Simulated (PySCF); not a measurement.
**[Hg(NH3)]2+: other functionals and bases at one geometry**

One table from this session's results is given with a row withheld; the runs are named, their logs left out.

The runs use PySCF 2.14.0; several levels, as the steps say, no spin–orbit coupling.

1 further run of the same task is left out (for a known fault of the program).

### The system as given

5 atoms, charge 2, spin multiplicity 1.

Bond lengths: Hg1–N2 2.132 Å, N2–H3 1.038 Å, N2–H4 1.038 Å, N2–H5 1.038 Å. Angles: Hg1–N2–H3 110.3°, Hg1–N2–H4 110.3°, Hg1–N2–H5 110.3°, H3–N2–H4 108.6°, H3–N2–H5 108.6°, H4–N2–H5 108.6°.

Geometry (Å):

```xyz
5
charge 2, multiplicity 1
Hg    0.00000    0.00000   -0.15695
N     0.00000    0.00000    1.97483
H     0.97310    0.00004    2.33484
H    -0.48658    0.84271    2.33484
H    -0.48652   -0.84275    2.33484
```

Formal oxidation states: Hg +2. An earlier session relaxed this geometry at PBE0, Hg def2-SVP with ECP60, N def2-SVP, H def2-SVP (singlet, point group C3v).

At PBE0 on the finer grid: E = -209.111317 Eh, HOMO -23.65 eV, LUMO -17.20 eV, Mulliken charge on Hg1 +1.36 e, largest force component 0.003 eV/Å. 

Levels to run: wB97X; PBE; PBE0, TZVP. Hardware: 2 threads of Intel Xeon Platinum 8259CL at 2.50GHz (Skylake/Cascade Lake), shared host.

The first run:

Contents of run.py (the lines that set the calculation):

```python
mol = gto.M(atom='''
Hg     0.00000     0.00000    -0.15695
N      0.00000     0.00000     1.97483
H      0.97310     0.00004     2.33484
H     -0.48658     0.84271     2.33484
H     -0.48652    -0.84275     2.33484''',
    basis={'Hg': 'def2-SVP', 'N': 'def2-SVP', 'H': 'def2-SVP'},
    ecp={'Hg': 'def2-SVP'},
    charge=2, spin=0)
mf = dft.RKS(mol, xc='WB97X')
mf.grids.atom_grid = (75, 302)
mf = mf.density_fit()  # fitting sets: Hg def2-universal-JKFIT, N def2-universal-JKFIT, H def2-universal-JKFIT
mf.conv_tol = 1e-08; mf.max_cycle = 55
mf.kernel(dm0)  # dm0: the density of the relaxed state
```

The run is started by

```sh
OMP_NUM_THREADS=2 python run.py
```

Steps of the session up to this table: wB97X; PBE; PBE0, TZVP.

One of the session's tables, all rows but one given; the rest of the session is left out.

| level | HOMO (eV) | gap (eV) | charge on Hg1 (e) | dipole (D) | largest force component (eV/Å) |
| --- | --- | --- | --- | --- | --- |
| PBE0 (relaxed here) | -23.65 | 6.45 | 1.36 | 6.08 | 0.00 |
| wB97X | -25.93 | 11.09 | 1.39 | 5.70 | 0.19 |
| PBE | ? | ? | ? | ? | ? |
| PBE0, TZVP | -23.55 | 6.38 | 1.37 | 6.13 | 0.29 |

**Question.** Estimate the row for PBE.

The run gave: HOMO (eV): -22.49; gap (eV): 4.16; charge on Hg1 (e): 1.29; dipole (D): 6.57; largest force component (eV/Å): 0.41. In the column «HOMO (eV)» it is the highest.

The dipole of a charged species depends on the origin, so these sizes hold for this origin alone.

In one basis the HOMO–LUMO gap runs from 4.16 eV (PBE) to 11.09 eV (wB97X). The largest leftover force, 0.41 eV/Å with PBE, stands at a geometry relaxed at another level. Total energies of different levels can't be compared.
